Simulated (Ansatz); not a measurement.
# Zn: the cost of one run

Computed with Ansatz 0.2.0 (DFT PBE, scalar-relativistic, plane waves, PAW, unless a step's input says otherwise).

## Step 1: The starting structure

The structure is hexagonal, space group P6_3/mmc (No. 194). The conventional cell has a = 2.660 Å, b = 2.660 Å, c = 4.950 Å, α = 90.00°, β = 90.00°, γ = 120.00°. Zn (site symmetry -6m2) is surrounded by 12 Zn at 2.66 to 2.91 Å.

As a file:

```cif
data_structure
_symmetry_space_group_name_H-M 'P 1'
_symmetry_Int_Tables_number 1
_cell_length_a 2.6600
_cell_length_b 2.6600
_cell_length_c 4.9500
_cell_angle_alpha 90.000
_cell_angle_beta 90.000
_cell_angle_gamma 120.000
_cell_volume 30.33
loop_
_atom_site_label
_atom_site_type_symbol
_atom_site_fract_x
_atom_site_fract_y
_atom_site_fract_z
_atom_site_occupancy
Zn1 Zn 0.33333 0.66667 0.25000 1
Zn2 Zn 0.66667 0.33333 0.75000 1
```

## Step 2: Relaxing cell and atoms: Zn, no spin, 10 GPa

input.yaml

```yaml
crystal:
  lattice:
    - [2.66, 0.0, 0.0]
    - [-1.33, 2.30362757, 0.0]
    - [0.0, 0.0, 4.95]
  atoms:
    - { symbol: Zn, position: [0.3333333333, 0.6666666667, 0.25] }
    - { symbol: Zn, position: [0.6666666667, 0.3333333333, 0.75] }
scf:
  occupations: { method: gaussian, width: 0.1 }
output:
  forces: true
  stress: true
  eigenvalues: true
  write_density: true
  write_potential: true
  elf: true
  volumetric_format: npy
kpoints:
  mp_grid: { grid: [57, 57, 26] }
hamiltonian:
  xc: pbe
relax:
  f_tol: 0.003
  max_steps: 60
  cell: { stress_tol: 0.01, p_target: 10 }
```

The run is started by

```bash
$ ansatz run input.yaml --threads 8 --pin off --max-ram 24576MiB --backend cpu --events-out ev --progress --plain --runs-dir out
```

What time and memory should one allow on 8 threads of Intel Xeon Platinum 8488C (Sapphire Rapids), shared host?

About 1.9 min, with a peak of 2.2 GiB.
